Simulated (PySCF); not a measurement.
**SrMg: bond curves at several levels of theory**

One job finds the state of SrMg, follows it along the bond with each method and fits the curves.

Method: Sr def2-SVP with ECP28, Mg def2-SVP, scalar-relativistic core potentials; program: PySCF 2.14.0.

## 1. Set-up

A driver script around PySCF takes these settings:

```
atoms                         : Sr, Mg
charge                        : 0
basis                         : Sr def2-SVP with ECP28, Mg def2-SVP
Hamiltonian                   : scalar-relativistic core potentials
basis functions               : 41
electrons treated             : 22
masses in u                   : 87.9056, 23.9850
levels                        : PBE0, PBE, r²SCAN, r²SCAN0, PW91, PBEsol, ωB97X, HF, MP2, SCS-MP2, CCSD, CCSD(T)
grid                          : 80 radial by 434 angular points
occupations                   : held fixed by the projection of orbital angular momentum
dissociation limit            : Sr + Mg, each in its ground configuration
starting distance in angstrom : 3.065
values of 2S to try           : 0, 2
```

Launch:

```bash
> OMP_NUM_THREADS=1 python dia.py task.json out
```

Further steps of the session: PBE0 along the bond; Other states along the same grid; PBE (GGA); r²SCAN; r²SCAN0; PW91 (GGA); PBEsol (GGA); ωB97X (range-separated hybrid); RHF; Correlated methods on the Hartree–Fock reference.

Before running it: what results should come out? Wanted: for each run, Re; ωe; De; μ.

The runs gave:

Lowest PBE0 solution found, without spin–orbit coupling: ¹Σ⁺ (singlet), closed shell. The other levels ran on it alone.

```tsv
level	Re (Å)	ωe (cm⁻¹)	De (eV)	μ (D)
RHF-MP2	4.428	38.0	0.078	n/a
RHF-CCSD(T)	4.359	39.9	0.075	n/a
PBE	4.006	79.7	0.178	-0.39
PBEsol	3.947	85.2	0.217	-0.37
PW91	3.997	80.1	0.187	-0.39
r²SCAN	4.026	80.6	0.169	-0.34
PBE0	4.085	72.7	0.145	-0.25
r²SCAN0	4.109	72.1	0.140	-0.26
ωB97X	4.514	39.4	0.086	0.14
```

De is counted to Sr + Mg in their ground configurations. A positive dipole means Sr(−)Mg(+). No constants: RHF (no minimum is bracketed among the points kept); RHF-SCS-MP2 (fits of two degrees disagree); RHF-CCSD (no minimum is bracketed among the points kept).

The methods spread over 0.567 Å in bond length, from PBEsol to ωB97X. CCSD(T) can't serve as the judge here: for a weak bond in this basis it is far from its limit. Of the levels with a De here, RHF-CCSD(T) gives the least (0.075 eV) and PBEsol the most (0.217 eV).

Correlated steps freeze 1 core orbital. The bond is weak, and basis-set superposition, which was not computed, may be a sizeable part of it. Spin–orbit coupling is left out.
